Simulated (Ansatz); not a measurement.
# PtSe2 (P-3m1): equation of state with a fit, by script

Where is the equilibrium volume of PtSe2 (P-3m1), and how stiff is it? The task is an equation of state with a fit, for PtSe2 (P-3m1).

The COD entry's cell or inner coordinates are ideal or old and differ from later refinements, so a difference from it is no clean test against experiment.

All numbers are computed with the Python package of Ansatz 0.2.0. Level of theory: DFT PBE+D3(BJ) with three-body term, plane waves, PAW.

### 1 The system

It takes space group P-3m1 (No. 164, trigonal). Conventional cell: a = 3.724 Å, b = 3.724 Å, c = 5.062 Å, α = 90.00°, β = 90.00°, γ = 120.00°. Pt (site symmetry -3m) is surrounded by 6 Se at 2.49 Å. Around Se (site symmetry 3m) lie 3 Pt at 2.49 Å.

The script holds or builds the structure itself.

### 2 Script

eos.py

```python
# -*- coding: utf-8 -*-
"""Energy against volume for PtSe2, with a fit."""

import logging
import sys
import warnings

import ansatz as az
from ase.eos import EquationOfState
from ase.units import GPa
import numpy as np

logging.basicConfig(stream=sys.stdout, format="%(levelname)s:%(name)s:%(message)s")
logger = logging.getLogger("run")
logger.setLevel(logging.INFO)

VECTORS = np.array([
    [3.724, 0.0, 0.0],
    [-1.862, 3.22508, 0.0],
    [0.0, 0.0, 5.062],
])
SITES = [
    ("Pt", (0.0, 0.0, 0.0)),
    ("Se", (1 / 3, 2 / 3, 0.25)),
    ("Se", (2 / 3, 1 / 3, 0.75)),
]


def on_lattice(cell):
    crystal = az.Crystal(lattice=az.Lattice.of(cell))
    for symbol, position in SITES:
        crystal = crystal.atom(symbol, position)
    return crystal

warnings.simplefilter("ignore", az.DeckWarning)

# uniform scaling of the cell
volumes, energies, pressures = [], [], []
for scale in np.linspace(0.88, 1.12, 7):
    cell = VECTORS * scale ** (1 / 3)
    base = on_lattice(cell).calculation()
    base = base.functional("PBE", dispersion="d3bjatm").pseudopotentials("paw")
    base = base.basis(510).occupations("fermi_dirac", width=0.15)
    base = base.scf(tolerance=1e-09)
    base = base.kpoints(9, 9, 6).stress()
    r = base.run(threads=1, pin="off").report
    volumes.append(abs(np.linalg.det(cell)) / len(SITES))
    energies.append(r["free_energy_ev"] / len(SITES))
    pressures.append(np.trace(r["stress_gpa"]) / 3)
    logger.info(f"V = {volumes[-1]:8.4f} A^3/atom  F = {energies[-1]:.5f} eV/atom  P = {pressures[-1]:8.3f} GPa")

eos = EquationOfState(volumes, energies, eos="birchmurnaghan")
v0, e0, bulk = eos.fit()
logger.info(f"V0 = {v0:.4f} A^3/atom, E0 = {e0:.5f} eV/atom, B = {bulk / GPa:.1f} GPa")
eos.plot("eos.png")
```

### 3 The input behind the calls

The engine receives this input (first run):

```yaml
crystal:
  lattice:
    - [3.5686495095403616, 0.0, 0.0]
    - [-1.7843247547701808, 3.090542470523209, 0.0]
    - [0.0, 0.0, 4.850833463290363]
  atoms:
    - { symbol: Pt, position: [0.0, 0.0, 0.0] }
    - { symbol: Se, position: [0.3333333333333333, 0.6666666666666666, 0.25] }
    - { symbol: Se, position: [0.6666666666666666, 0.3333333333333333, 0.75] }
basis:
  ecutwfc: 510.0
kpoints:
  mp_grid:
    grid: [9, 9, 6]
hamiltonian:
  xc: pbe
  dispersion: d3bjatm
  pseudopotentials:
    kind: paw
scf:
  convergence:
    dr2_threshold: 1.0e-09
  occupations:
    method: fermi_dirac
    width: 0.15
output:
  stress: true
```

### 4 Running it

Launch:

```console
> python eos.py
```

**Question.** Where does the minimum lie against the volume typed, and how stiff is the crystal?

**Answer**, as computed:

```
                      quantity            value
                 runs compared                7
               range of energy  231.75 meV/atom
lowest point, volume (Å³/atom)           21.076
      equilibrium volume (fit)    20.91 Å³/atom
            bulk modulus (fit)          120 GPa
```

**Reading.** A third-order Birch-Murnaghan fit through the 7 points has its minimum at 20.91 Å³ an atom, 3.2 % above the typed cell, with a bulk modulus of 120 GPa and dB/dP = 4.9. From that minimum the energy rises by 232.2 meV an atom on the compressed side and 48.7 meV on the expanded side. Reading the output:
- No spin polarisation was allowed.
- Shape and fractional positions are held along the curve, so the bulk modulus is an upper value where they are free to relax, by a factor of two or more in layered or hydrogen-bonded cells.
- A Fermi-Dirac width this large means warm electrons, whose thermal share enters the free energy.
- The program warned that this SCF threshold is loose for forces or stresses.
- Of the deposited cell: the entry's cell lengths or inner coordinates differ somewhat from later room-temperature determinations.
- Pressure is positive in compression.
- Spin-orbit coupling, which matters for elements this heavy, is left out.
